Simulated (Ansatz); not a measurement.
# BrH5N2Si: the cost of one run

Program: Ansatz 0.2.0, driven from Python. Level of theory: Hartree-Fock/def2-SVPD. These are calculated values, not measurements.

## 1. The structure

Bond lengths: N1–Si2 1.612 Å, Si2–N3 1.668 Å, Si2–Br4 2.143 Å, N1–H5 1.058 Å, N1–H6 1.032 Å, Si2–H7 1.498 Å, N3–H8 1.027 Å, N3–H9 0.993 Å. Angles: N1–Si2–N3 95.7°, N1–Si2–Br4 112.2°, N1–Si2–H7 111.0°, N3–Si2–Br4 109.6°, N3–Si2–H7 112.5°, Br4–Si2–H7 114.4°, Si2–N1–H5 111.5°, Si2–N1–H6 112.2°, H5–N1–H6 103.5°, Si2–N3–H8 107.8°, Si2–N3–H9 110.4°, H8–N3–H9 109.5°.

No structure file is read: the coordinates are typed or built in the script.

## 2. The script

Contents of brh5n2si.py:

```python
# -*- coding: utf-8 -*-
"""Single point of BrH5N2Si in a Gaussian basis."""

from pathlib import Path
import warnings

import ansatz as az

warnings.simplefilter("ignore", az.DeckWarning)

brh5n2si = (
    az.Crystal.molecule()
    .atom("N", (-0.6471, 1.067, -0.3398))
    .atom("Si", (0.3724, -0.1804, -0.3951))
    .atom("N", (0.1676, -0.633, 1.1969))
    .atom("Br", (-0.3294, -1.7436, -1.6823))
    .atom("H", (-0.622, 1.6289, -1.2359))
    .atom("H", (-0.383, 1.7544, 0.3834))
    .atom("H", (1.7681, 0.2806, -0.6842))
    .atom("H", (0.5585, -1.5763, 1.3071))
    .atom("H", (-0.7965, -0.6439, 1.4327))
)

base = brh5n2si.calculation()
base = base.basis(gaussian="def2-SVPD")
base = base.functional("HF").orbitals()
out = base.run(threads=1, backend="cpu", runs_dir="brh5n2si_runs")
report = out.report

print("reference energy %16.6f eV" % report["reference_energy_ev"])
print("total energy     %16.6f eV" % report["free_energy_ev"])
print("occupied orbitals outside the frozen core (up, down):", report["n_occupied"], " frozen:", report["n_frozen"], " virtual:", report["n_virtual"])

state = report["mean_field"]["state"]
print(f"mean field: {state['energy']['hartree']:.7f} Ha, <S^2> = {abs(state['spin_squared']):.4f}, stability: {state.get('stability', {}).get('kind')}")

lines = Path(report["orbitals_path"]).read_text().splitlines()
field_of = lambda key: [line.split("=")[1].strip() for line in lines if line.startswith(key)]
orbitals = [(27.211386 * float(e), s, float(n)) for e, s, n in zip(field_of("Ene="), field_of("Spin="), field_of("Occup="))]
homo = max(e for e, _, n in orbitals if n > 0.5)
lumo = min(e for e, _, n in orbitals if n < 0.5)
print(f"HOMO {homo:.3f} eV, LUMO {lumo:.3f} eV, gap {lumo - homo:.3f} eV")
```

## 3. The calls as engine input

The package turns the script's settings into the engine's input:

```yaml
crystal:
  periodic: [false, false, false]
  atoms:
    - { symbol: "N", position_ang: [-0.6471, 1.067, -0.3398] }
    - { symbol: Si, position_ang: [0.3724, -0.1804, -0.3951] }
    - { symbol: "N", position_ang: [0.1676, -0.633, 1.1969] }
    - { symbol: Br, position_ang: [-0.3294, -1.7436, -1.6823] }
    - { symbol: H, position_ang: [-0.622, 1.6289, -1.2359] }
    - { symbol: H, position_ang: [-0.383, 1.7544, 0.3834] }
    - { symbol: H, position_ang: [1.7681, 0.2806, -0.6842] }
    - { symbol: H, position_ang: [0.5585, -1.5763, 1.3071] }
    - { symbol: H, position_ang: [-0.7965, -0.6439, 1.4327] }
basis:
  gaussian:
    orbitals: def2-SVPD
hamiltonian:
  xc: hf
output:
  orbitals: {}
```

## 4. The run

Started as:

```bash
python brh5n2si.py
```

Q: Estimate wall time and peak memory on 1 thread of Arm Neoverse V2, shared host.

About 3.6 s, with a peak of 0.45 GiB.
